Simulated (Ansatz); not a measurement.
# PtOSe: the cell at several levels of theory

One table from this session's results is given with a row withheld; the runs are named, their logs left out.

Code: Ansatz 0.2.0. PAW datasets, plane waves, zero pressure. (Calculated; spin-unpolarised; the phase may be known or hypothetical.)

**Starting point**

The sheet's in-plane cell has a = 3.382 Å, b = 3.382 Å (γ = 120.0°), and its outermost atoms lie 2.75 Å apart along the normal. Pt has 3 Se at 2.39 Å and 3 O at 2.39 Å; O has 3 Pt at 2.39 Å; Se has 3 Pt at 2.39 Å.

Coordinates:

```
CELL_PARAMETERS angstrom
3.38165 0.00000 0.00000
-1.69083 2.92860 0.00000
0.00000 0.00000 18.00000
ATOMIC_POSITIONS crystal
Pt 0.00000 0.00000 0.50000
O 0.33333 0.66667 0.57634
Se 0.66667 0.33333 0.42366
```
Periodic in the plane only; c spans the vacuum.

The first run:

input.yaml reads:

```yaml
crystal:
  lattice:
    - [3.38165261, 0.0, 0.0]
    - [-1.690826305, 2.928597067, 0.0]
    - [0.0, 0.0, 18.0]
  atoms:
    - { symbol: Pt, position: [0.0, 0.0, 0.5] }
    - { symbol: O, position: [0.3333333333, 0.6666666667, 0.5763385585] }
    - { symbol: Se, position: [0.6666666667, 0.3333333333, 0.4236614415] }
  periodic: [true, true, false]
kpoints:
  mp_grid: { grid: [12, 12, 1] }
hamiltonian:
  xc: pbe
scf:
  occupations: { method: fermi_dirac, width: 0.02 }
relax:
  f_tol: 0.005
  cell: {}
```

Among the steps run: Relaxation with PBE; Relaxing with r2SCAN; Relaxing with PBEsol; Relaxing with LDA; HSE06: cell and atoms.

One of the session's tables, all rows but one given; the rest of the session is left out.

```
 level  a (Å)  area (Å²/atom)
   PBE  3.481           3.498
r2SCAN  3.438           3.412
PBEsol      ?               ?
   LDA  3.408           3.352
 HSE06  3.414           3.364
```

Q: Estimate the row for PBEsol from the others.

The run gave: a (Å): 3.434; area (Å²/atom): 3.404. In the column «a (Å)» it lies between HSE06 (3.414) and r2SCAN (3.438).

From the start to the first minimum the area moved by +6.0 %. LDA gives the smallest cell and PBE the largest; they differ by 4.3 % in area, a mean of 2.1 % in length. The meshes differ: PBE 12×12×1, r2SCAN 12×12×1, PBEsol 12×12×1, LDA 12×12×1, HSE06 6×6×1.

Limits of these values: Warnings in the runs' records: band table not solved further, slab cell height set, xc potential rough in thin density.
